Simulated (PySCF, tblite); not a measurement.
# C7H4F2O: a rotation path, then NMR shifts on frames, part 2 of 2

tblite 0.8.0 and PySCF 2.14.0. Atoms count from 0.

## 5. Shielding tensors: image 5, PBE0/pcSseg-1

What the job is given:

```
{"job": {"kind": "nmr", "xc": "PBE0", "basis": "pcSseg-1", "pop": false}, "charge": 0, "multiplicity": 1}
C      4.789200    -0.774300    -0.729600
C      3.633000    -0.502700    -0.523800
C      2.334200    -0.208700    -0.276400
C      1.174300     0.075500    -0.070300
C     -0.163800     0.323900     0.263400
C     -0.967400     1.041300    -0.521600
O     -2.292100     1.361800    -0.337600
C     -3.032700     0.768200     0.622500
F     -3.947200    -0.054300     0.055400
F     -3.740000     1.703800     1.282500
H      5.796000    -1.002500    -0.911200
H     -0.482400    -0.113700     1.200700
H     -0.624100     1.485800    -1.444300
H     -2.477500     0.175600     1.368100
```

Method: GIAO PBE0/pcSseg-1 NMR shielding, non-relativistic, gas phase.

What it wrote:

```text
coarse grid: 13344 points
cycle   1  E = -543.0320901122  dE =  1.886e+00  |g| = 8.740e-01  |ddm| = 3.890e+00
cycle   2  E = -542.9182389791  dE =  1.139e-01  |g| = 1.217e+00  |ddm| = 1.374e+00
cycle   3  E = -543.1662576093  dE = -2.480e-01  |g| = 1.515e-01  |ddm| = 8.369e-01
cycle   4  E = -543.1690703874  dE = -2.813e-03  |g| = 1.053e-01  |ddm| = 1.842e-01
cycle   5  E = -543.1718339123  dE = -2.764e-03  |g| = 2.316e-02  |ddm| = 8.874e-02
cycle   6  E = -543.1719459073  dE = -1.120e-04  |g| = 8.683e-03  |ddm| = 2.302e-02
cycle   7  E = -543.1719609092  dE = -1.500e-05  |g| = 2.568e-03  |ddm| = 8.347e-03
cycle   8  E = -543.1719624449  dE = -1.536e-06  |g| = 8.336e-04  |ddm| = 2.844e-03
final grid: 134360 points
cycle   9  E = -543.2585398876  dE = -3.989e-05  |g| = 1.026e-02  |ddm| = 1.028e-01
cycle  10  E = -543.2585142574  dE =  2.563e-05  |g| = 1.559e-02  |ddm| = 1.801e-02
cycle  11  E = -543.2585579910  dE = -4.373e-05  |g| = 2.520e-03  |ddm| = 1.139e-02
cycle  12  E = -543.2585595313  dE = -1.540e-06  |g| = 7.066e-04  |ddm| = 2.330e-03
cycle  13  E = -543.2585596572  dE = -1.260e-07  |g| = 2.081e-04  |ddm| = 7.089e-04
cycle  14  E = -543.2585596662  dE = -8.987e-09  |g| = 9.213e-05  |ddm| = 2.178e-04
cycle  15  E = -543.2585596681  dE = -1.885e-09  |g| = 1.664e-05  |ddm| = 8.416e-05
cycle  16  E = -543.2585596682  dE = -4.195e-11  |g| = 1.153e-05  |ddm| = 1.959e-05
converged SCF energy = -543.2585596682

GIAO shielding tensors (ppm)
atom      isotropic    diamagn.    paramagn.     s11        s22        s33       span
  0 C      105.253     262.724    -157.471     33.661     39.136    242.962    209.301
  1 C      113.568     248.172    -134.604     22.796     24.927    292.980    270.184
  2 C       97.748     246.453    -148.706     29.141     46.897    217.206    188.065
  3 C      115.482     251.937    -136.455     11.658     25.446    309.342    297.683
  4 C       95.006     265.720    -170.714      5.986    110.077    168.953    162.967
  5 C       22.617     253.777    -231.161    -90.037     58.794     99.094    189.130
  6 O      150.063     394.427    -244.364     81.379    111.006    257.804    176.425
  7 C       67.412     247.640    -180.228     47.385     71.854     82.996     35.611
  8 F      264.068     468.588    -204.520    166.913    276.530    348.760    181.847
  9 F      275.771     464.857    -189.086    177.534    299.673    350.106    172.572
 10 H       29.763      34.051      -4.288     25.008     25.035     39.245     14.237
 11 H       26.291      33.071      -6.781     21.405     26.559     30.908      9.504
 12 H       24.619      30.845      -6.226     21.337     24.220     28.301      6.964
 13 H       24.790      29.219      -4.429     21.103     24.334     28.933      7.830
```

Run time: 22 s. Hardware: 1 thread of Intel Xeon Platinum 8375C at 2.90GHz, shared host; peak memory 1 GiB.

Key values: δ C5 164.3, C7 119.5, C4 91.9, C2 89.2, H12 7.10, H13 6.93 ppm.

## 6. Nuclear shieldings: image 6, PBE0/pcSseg-1

What the job is given:

```
{"job": {"kind": "nmr", "xc": "PBE0", "basis": "pcSseg-1", "pop": false}, "charge": 0, "multiplicity": 1}
C      4.777200    -0.790700    -0.746200
C      3.622600    -0.516700    -0.534900
C      2.324500    -0.222600    -0.284000
C      1.164900     0.060600    -0.075500
C     -0.175400     0.303500     0.253700
C     -0.957800     1.080300    -0.495500
O     -2.278800     1.411200    -0.304000
C     -3.021300     0.787700     0.635900
F     -3.756100    -0.206700     0.077200
F     -3.905500     1.665300     1.135500
H      5.782800    -1.020600    -0.932300
H     -0.514300    -0.188200     1.156200
H     -0.598700     1.569700    -1.388900
H     -2.464800     0.346800     1.480600
```

Method: GIAO PBE0/pcSseg-1 NMR shielding, non-relativistic, gas phase.

What it wrote:

```text
coarse grid: 13344 points
cycle   1  E = -543.0327421510  dE =  1.887e+00  |g| = 8.736e-01  |ddm| = 3.888e+00
cycle   2  E = -542.9192987839  dE =  1.134e-01  |g| = 1.216e+00  |ddm| = 1.356e+00
cycle   3  E = -543.1667655863  dE = -2.475e-01  |g| = 1.509e-01  |ddm| = 8.218e-01
cycle   4  E = -543.1695468534  dE = -2.781e-03  |g| = 1.050e-01  |ddm| = 1.832e-01
cycle   5  E = -543.1722941994  dE = -2.747e-03  |g| = 2.311e-02  |ddm| = 8.844e-02
cycle   6  E = -543.1724057192  dE = -1.115e-04  |g| = 8.646e-03  |ddm| = 2.293e-02
cycle   7  E = -543.1724205926  dE = -1.487e-05  |g| = 2.567e-03  |ddm| = 8.318e-03
cycle   8  E = -543.1724221286  dE = -1.536e-06  |g| = 8.287e-04  |ddm| = 2.844e-03
final grid: 134360 points
cycle   9  E = -543.2593071647  dE = -4.171e-05  |g| = 1.024e-02  |ddm| = 1.042e-01
cycle  10  E = -543.2592816767  dE =  2.549e-05  |g| = 1.555e-02  |ddm| = 1.798e-02
cycle  11  E = -543.2593252152  dE = -4.354e-05  |g| = 2.534e-03  |ddm| = 1.138e-02
cycle  12  E = -543.2593267692  dE = -1.554e-06  |g| = 7.164e-04  |ddm| = 2.345e-03
cycle  13  E = -543.2593268986  dE = -1.294e-07  |g| = 2.103e-04  |ddm| = 7.203e-04
cycle  14  E = -543.2593269078  dE = -9.213e-09  |g| = 9.200e-05  |ddm| = 2.189e-04
cycle  15  E = -543.2593269096  dE = -1.868e-09  |g| = 1.682e-05  |ddm| = 8.358e-05
cycle  16  E = -543.2593269097  dE = -4.343e-11  |g| = 1.151e-05  |ddm| = 1.994e-05
converged SCF energy = -543.2593269097

GIAO shielding tensors (ppm)
atom      isotropic    diamagn.    paramagn.     s11        s22        s33       span
  0 C      105.313     262.750    -157.437     33.689     39.153    243.097    209.409
  1 C      113.560     248.221    -134.661     22.791     24.922    292.967    270.176
  2 C       97.905     246.483    -148.577     29.254     47.002    217.460    188.206
  3 C      115.349     251.947    -136.598     11.576     25.164    309.305    297.729
  4 C       94.572     265.760    -171.188      5.942    108.635    169.139    163.196
  5 C       22.773     253.772    -230.999    -89.832     58.375     99.776    189.609
  6 O      149.457     394.295    -244.838     85.153    108.712    254.506    169.353
  7 C       67.491     246.172    -178.682     47.293     72.230     82.949     35.656
  8 F      263.749     470.065    -206.316    169.319    269.179    352.748    183.430
  9 F      279.512     464.082    -184.570    181.930    306.504    350.102    168.172
 10 H       29.767      34.067      -4.301     25.006     25.036     39.257     14.251
 11 H       26.300      33.305      -7.006     21.428     26.556     30.916      9.487
 12 H       24.627      30.814      -6.188     21.368     24.254     28.259      6.890
 13 H       24.776      28.850      -4.075     21.150     24.571     28.607      7.457
```

Run time: 23 s. Hardware: 1 thread of Intel Xeon Platinum 8375C at 2.90GHz, shared host; peak memory 0.82 GiB.

This run: δ C5 164.2, C7 119.4, C4 92.4, C2 89.0, H12 7.09, H13 6.94 ppm.

## 7. NMR shieldings: image 8, PBE0/pcSseg-1

What the job is given:

```
{"job": {"kind": "nmr", "xc": "PBE0", "basis": "pcSseg-1", "pop": false}, "charge": 0, "multiplicity": 1}
C      4.753100    -0.751500    -0.730400
C      3.582700    -0.538300    -0.535900
C      2.267900    -0.297200    -0.314500
C      1.091700    -0.071900    -0.128900
C     -0.268600     0.150700     0.128100
C     -0.939800     1.133900    -0.473300
O     -2.263400     1.465600    -0.304300
C     -2.953900     0.875900     0.695800
F     -3.271900    -0.412400     0.406700
F     -4.114800     1.526200     0.833000
H      5.770000    -0.938900    -0.902500
H     -0.733100    -0.529700     0.829900
H     -0.489100     1.793800    -1.198700
H     -2.431700     0.873300     1.673000
```

Level: GIAO PBE0/pcSseg-1 NMR shielding, non-relativistic, gas phase.

What it wrote:

```text
coarse grid: 13344 points
cycle   1  E = -543.0383108605  dE =  1.886e+00  |g| = 8.692e-01  |ddm| = 3.899e+00
cycle   2  E = -542.9275862783  dE =  1.107e-01  |g| = 1.206e+00  |ddm| = 1.316e+00
cycle   3  E = -543.1707363178  dE = -2.432e-01  |g| = 1.477e-01  |ddm| = 7.863e-01
cycle   4  E = -543.1733569571  dE = -2.621e-03  |g| = 1.035e-01  |ddm| = 1.800e-01
cycle   5  E = -543.1760171178  dE = -2.660e-03  |g| = 2.291e-02  |ddm| = 8.688e-02
cycle   6  E = -543.1761266852  dE = -1.096e-04  |g| = 8.506e-03  |ddm| = 2.262e-02
cycle   7  E = -543.1761410857  dE = -1.440e-05  |g| = 2.560e-03  |ddm| = 8.091e-03
cycle   8  E = -543.1761426146  dE = -1.529e-06  |g| = 8.015e-04  |ddm| = 2.829e-03
final grid: 134360 points
cycle   9  E = -543.2635932010  dE = -5.038e-05  |g| = 1.037e-02  |ddm| = 1.104e-01
cycle  10  E = -543.2635670135  dE =  2.619e-05  |g| = 1.576e-02  |ddm| = 1.826e-02
cycle  11  E = -543.2636118510  dE = -4.484e-05  |g| = 2.539e-03  |ddm| = 1.148e-02
cycle  12  E = -543.2636133811  dE = -1.530e-06  |g| = 7.720e-04  |ddm| = 2.379e-03
cycle  13  E = -543.2636135293  dE = -1.482e-07  |g| = 2.281e-04  |ddm| = 7.685e-04
cycle  14  E = -543.2636135405  dE = -1.121e-08  |g| = 9.784e-05  |ddm| = 2.427e-04
cycle  15  E = -543.2636135426  dE = -2.092e-09  |g| = 1.767e-05  |ddm| = 8.774e-05
cycle  16  E = -543.2636135427  dE = -4.889e-11  |g| = 1.215e-05  |ddm| = 2.132e-05
converged SCF energy = -543.2636135427

GIAO shielding tensors (ppm)
atom      isotropic    diamagn.    paramagn.     s11        s22        s33       span
  0 C      105.936     262.836    -156.899     33.958     39.116    244.736    210.778
  1 C      113.468     248.347    -134.879     22.797     24.840    292.767    269.970
  2 C       99.466     246.554    -147.088     30.443     47.650    220.304    189.862
  3 C      114.661     251.515    -136.854     11.448     23.725    308.810    297.362
  4 C       91.093     265.886    -174.793      8.060    101.466    163.753    155.693
  5 C       23.010     253.773    -230.763    -89.323     56.160    102.194    191.517
  6 O      142.644     394.546    -251.902     93.670    106.426    227.836    134.166
  7 C       65.348     241.712    -176.364     46.841     73.071     76.132     29.291
  8 F      267.094     474.518    -207.424    191.689    259.515    350.077    158.388
  9 F      278.080     462.996    -184.916    181.146    305.726    347.368    166.222
 10 H       29.807      34.136      -4.329     25.010     25.027     39.384     14.374
 11 H       26.375      33.586      -7.211     21.575     26.742     30.807      9.232
 12 H       24.566      30.818      -6.252     21.422     24.258     28.019      6.597
 13 H       25.130      27.833      -2.703     22.110     25.151     28.129      6.019
```

It took 23 s on 1 thread of Intel Xeon Platinum 8375C at 2.90GHz, shared host; peak memory 0.85 GiB.

Key values: δ C5 163.9, C7 121.6, C4 95.8, C2 87.5, H12 7.15, H13 6.59 ppm.

## 8. Side by side: NMR shifts

Shifts (ppm) of some atoms, chosen among heavy atoms and hydrogens apart, with basis size and wall time:

| frame | C7 | C4 | H13 | H11 | O6 | F9 | F8 | functions | time |
| --- | --- | --- | --- | --- | --- | --- | --- | --- | --- |
| image 0 | 121.7 | 96.1 | 6.56 | 5.37 | 193.4 | -95.7 | -106.5 | 190 | 30 s |
| image 2 | 121.1 | 93.3 | 6.66 | 5.31 | 191.7 | -95.4 | -101.8 | 190 | 24 s |
| image 5 | 119.5 | 91.9 | 6.93 | 5.43 | 186.0 | -104.8 | -93.1 | 190 | 22 s |
| image 6 | 119.4 | 92.4 | 6.94 | 5.42 | 186.6 | -108.6 | -92.8 | 190 | 23 s |
| image 8 | 121.6 | 95.8 | 6.59 | 5.34 | 193.4 | -107.1 | -96.1 | 190 | 23 s |

## 9. Summary of results

This closing draws on all 2 parts.

```
                                         quantity                                           value
                                          barrier              0.082 eV (1.9 kcal/mol) at image 5
                            end to end (GFN2-xTB)                                        0.000 eV
  ¹³C shifts against TMS (PBE0/pcSseg-1, image 0)  164.0, 121.7, 96.1, 87.5, 81.0, 73.4, 72.2 ppm
   ¹H shifts against TMS (PBE0/pcSseg-1, image 0)                      7.16, 6.56, 5.37, 1.91 ppm
  ¹⁷O shifts against H2O (PBE0/pcSseg-1, image 0)                                       193.4 ppm
¹⁹F shifts against CFCl3 (PBE0/pcSseg-1, image 0)                               -95.7, -106.5 ppm
            surface potential, 1st and 99th percentile                              -0.61 V and 1.65 V
                         range of the shift of F8                             -106.5 to -92.8 ppm
```

What this shows: Along the band the dihedral turns by 92°, and the top (dihedral -110°) lies 1.9 kcal/mol above the start (GFN2-xTB, rough), so at room temperature this motion is fast. The top was not checked by a frequency run. Shifts at one fixed geometry are not the observed spectrum, which averages over the motion. In the first frame run (image 0): The largest span, 297 ppm, is at C3, where the paramagnetic term is -137 ppm. By nearest atom (PBE0/pcSseg-1), the HOMO sits on C0, C2 about 19 % each; C3, C5 about 15 % each and the LUMO on C5 24 %; C0, C2, C3 about 14 % each. Across the 5 runs the shift of F8 moves most, between -106.5 (image 0) and -92.8 ppm (image 6).
